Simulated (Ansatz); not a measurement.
**CH₅NO₂Si: up Jacob's ladder to CCSD(T)**

The task here is to estimate one member of a computed series from the others.

Computed with Ansatz 0.2.0, Gaussian basis. Level: functionals in def2-TZVPP, the program's frozen cores in correlated methods.

The runs, in order: PBE-D4, r2SCAN-D4, PBE0-D4, B3LYP-D4, ωB97X-V, ωB97M-V, B2PLYP; CCSD(T)/def2-TZVPP; MP2/def2-QZVPP; extrapolation to the limit.

## The relaxed structure

All runs share one geometry, relaxed beforehand with PBE0-D4 in a triple-zeta def2 set.

SMILES `N[SiH2]C(=O)O`, 10 atoms, charge 0, spin multiplicity 1.

Atoms are counted from 1 here; the program's logs count them from 0.

Bond lengths: N1–Si2 1.708 Å, N1–H6 1.007 Å, N1–H7 1.007 Å, Si2–C3 1.927 Å, Si2–H8 1.481 Å, Si2–H9 1.481 Å, C3–O4 1.204 Å, C3–O5 1.347 Å, O5–H10 0.972 Å. Angles: Si2–N1–H6 120.3°, Si2–N1–H7 120.3°, H6–N1–H7 111.0°, N1–Si2–C3 118.0°, N1–Si2–H8 109.3°, N1–Si2–H9 109.3°, C3–Si2–H8 104.1°, C3–Si2–H9 104.0°, H8–Si2–H9 112.1°, Si2–C3–O4 121.7°, Si2–C3–O5 116.1°, O4–C3–O5 122.1°, C3–O5–H10 106.8°.

Coordinates:

```
atom     x (Å)     y (Å)     z (Å)
  N1   1.20349   1.30577   0.38440
 Si2   0.32283  -0.07999   0.85382
  C3  -0.86499  -0.87686  -0.43816
  O4  -1.51515  -1.85703  -0.18067
  O5  -0.92407  -0.27373  -1.64089
  H6   0.73703   2.19196   0.27805
  H7   1.97324   1.22412  -0.25984
  H8   1.26787  -1.16891   1.19344
  H9  -0.56186   0.26386   1.99111
 H10  -1.55529  -0.78048  -2.17827
```

The first run:

in.yaml reads:

```yaml
crystal:
  periodic: [false, false, false]
  atoms:
    - {symbol: N, position_ang: [1.203490, 1.305770, 0.384405]}
    - {symbol: Si, position_ang: [0.322826, -0.079993, 0.853824]}
    - {symbol: C, position_ang: [-0.864986, -0.876863, -0.438157]}
    - {symbol: O, position_ang: [-1.515147, -1.857035, -0.180672]}
    - {symbol: O, position_ang: [-0.924073, -0.273728, -1.640886]}
    - {symbol: H, position_ang: [0.737033, 2.191958, 0.278052]}
    - {symbol: H, position_ang: [1.973236, 1.224117, -0.259842]}
    - {symbol: H, position_ang: [1.267870, -1.168906, 1.193439]}
    - {symbol: H, position_ang: [-0.561857, 0.263856, 1.991111]}
    - {symbol: H, position_ang: [-1.555290, -0.780475, -2.178274]}
basis:
  gaussian: {orbitals: def2-TZVPP}
hamiltonian: {xc: pbe, dispersion: d4}
output: {forces: true, orbitals: {seedname: orbitals}}
```

Started as:

```sh
$ ansatz run in.yaml --threads 4 --pin off --events-out ev --progress --plain --max-ram 10444MiB
```

Steps of the session up to this table: PBE-D4 (GGA); r2SCAN-D4 (meta-GGA); PBE0-D4 (hybrid); B3LYP-D4 (hybrid); ωB97X-V (range-separated); ωB97M-V (range-separated); B2PLYP (double hybrid); CCSD(T) in def2-TZVPP; MP2 in def2-QZVPP.

One of the session's tables, all rows but one given; the rest of the session is left out.

```
            method  atomisation energy (kJ/mol)
            PBE-D4                       3888.4
         r2SCAN-D4                       3785.1
           PBE0-D4                       3768.7
          B3LYP-D4                       3784.2
           ωB97X-V                       3801.8
           ωB97M-V                       3800.6
            B2PLYP                            ?
     HF/def2-TZVPP                       2551.6
    MP2/def2-TZVPP                       3752.9
   CCSD/def2-TZVPP                       3588.0
CCSD(T)/def2-TZVPP                       3660.7
           MP2/CBS                       3877.0
       CCSD(T)/CBS                       3784.9
```

Estimate the missing values for B2PLYP.

As computed: atomisation energy (kJ/mol): 3744.1. In the column «atomisation energy (kJ/mol)» it lies between CCSD(T)/def2-TZVPP (3660.7) and MP2/def2-TZVPP (3752.9).

To keep in mind: Free atoms (1 N, 1 Si, 1 C, 2 O, 5 H) were run apart at each level; the atomisation energy is their sum less the molecule, without zero-point or spin-orbit terms.
